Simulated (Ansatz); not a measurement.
# LaN: a single-point run

The task is a single-point run on LaN. The structure is shown as the input types it. The cell is built on a prototype (CsCl type) and needn't be the phase found in nature.

Program: Ansatz 0.2.0. Level of theory: density functional or hybrid calculation with the settings of its input, plane waves (as first typed). These are calculated values, not measurements.

4 further runs of the same task are left out: 4 that didn't finish.

**1. Starting point**

The structure is cubic, space group Pm-3m (No. 221). Conventional cell: a = 3.166 Å, b = 3.166 Å, c = 3.166 Å, α = 90.00°, β = 90.00°, γ = 90.00°. Around La (site symmetry m-3m) lie 8 N at 2.74 Å. N (site symmetry m-3m) has 8 La at 2.74 Å as nearest neighbours.

Structure file:

```cif
data_structure
_symmetry_space_group_name_H-M 'P 1'
_symmetry_Int_Tables_number 1
_cell_length_a 3.1661
_cell_length_b 3.1661
_cell_length_c 3.1661
_cell_angle_alpha 90.000
_cell_angle_beta 90.000
_cell_angle_gamma 90.000
_cell_volume 31.74
loop_
_atom_site_label
_atom_site_type_symbol
_atom_site_fract_x
_atom_site_fract_y
_atom_site_fract_z
_atom_site_occupancy
La1 La 0.00000 0.00000 0.00000 1
N1 N 0.50000 0.50000 0.50000 1
```

**2. The calculation**

The input, input.yaml:

```yaml
crystal:
  lattice:
    - [3.1661152582, 0.0, 0.0]
    - [0.0, 3.1661152582, 0.0]
    - [0.0, 0.0, 3.1661152582]
  atoms:
    - { symbol: La, position: [0.0, 0.0, 0.0] }
    - { symbol: "N", position: [0.5, 0.5, 0.5] }
kpoints:
  mp_grid: { grid: [6, 6, 6] }
hamiltonian:
  xc: r2scan
scf:
  occupations: { method: fermi_dirac, width: 0.02 }
  n_extra_bands: 4
  max_iter: 100
output:
  forces: true
  stress: true
  eigenvalues: true
basis:
  ecutwfc: 160
```

The run is started by

```
$ ansatz run input.yaml --threads 4 --pin off --max-ram 3686MiB --backend cpu --events-out ev --progress --plain --runs-dir out
```

What happens when this is run?

This run ends as converged, with warnings (cutoff below recommended). Its log warns: «basis.ecutwfc = 160 eV is below the records' recommended 500 eV ...»

The suspect setting: basis.ecutwfc is 160. With so few plane waves the basis is incomplete by a wide margin. The potentials' recommended cutoff is 500 eV.

Run again and compare: delete basis.ecutwfc (the default then holds).
